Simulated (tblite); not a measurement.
# C3H8Cl2GaN: the cost of one run

The runs use tblite 0.8.0 and PySCF 2.14.0, with density-fitted response routines of our own; the level of theory stands in each step. All values are computed, except where a source is named. Atoms are numbered from 0 throughout.

## Step 1: Starting geometry

15 atoms, charge 0, multiplicity 1; geometry from: force field or distance geometry start.

Bonds of the start (Å): C0–C1 1.32, C1–C2 1.48, C1–Ga3 1.99, Ga3–N4 1.91, Ga3–Cl5 2.18, Ga3–Cl6 2.21, C0–H7 1.10, C0–H8 1.08, C2–H9 1.11, C2–H10 1.11, C2–H11 1.10, N4–H12 1.05, N4–H13 1.04, N4–H14 1.06.

## Step 2: Geometry optimisation with GFN2-xTB

What the job is given:

```
{"job": {"kind": "relax", "xc": "GFN2-xTB", "basis": "xTB"}, "charge": 0, "multiplicity": 1}
C     -1.855400     1.205000     0.057700
C     -0.932100     0.268600     0.052300
C     -1.187600    -1.184300    -0.066600
Ga     0.968000     0.842500     0.250100
N      2.022300    -0.648700    -0.317400
Cl     1.350600     2.668000    -0.871700
Cl     1.377500     1.288500     2.379300
H     -2.918400     0.942100    -0.043400
H     -1.646700     2.258100     0.157300
H     -1.799300    -1.440800    -0.956500
H     -0.252200    -1.779100    -0.173000
H     -1.683000    -1.556200     0.845500
H      1.773700    -1.442000     0.330200
H      3.038000    -0.452900    -0.373800
H      1.740300    -0.960800    -1.291800
```

Run with:

```console
$ OMP_NUM_THREADS=1 python probes_run.py task.json out
```

This one command runs all jobs of the session in turn.

Q: Estimate the wall time of this first job on 1 thread of Arm Neoverse N1, shared host.

About 2.6 s.
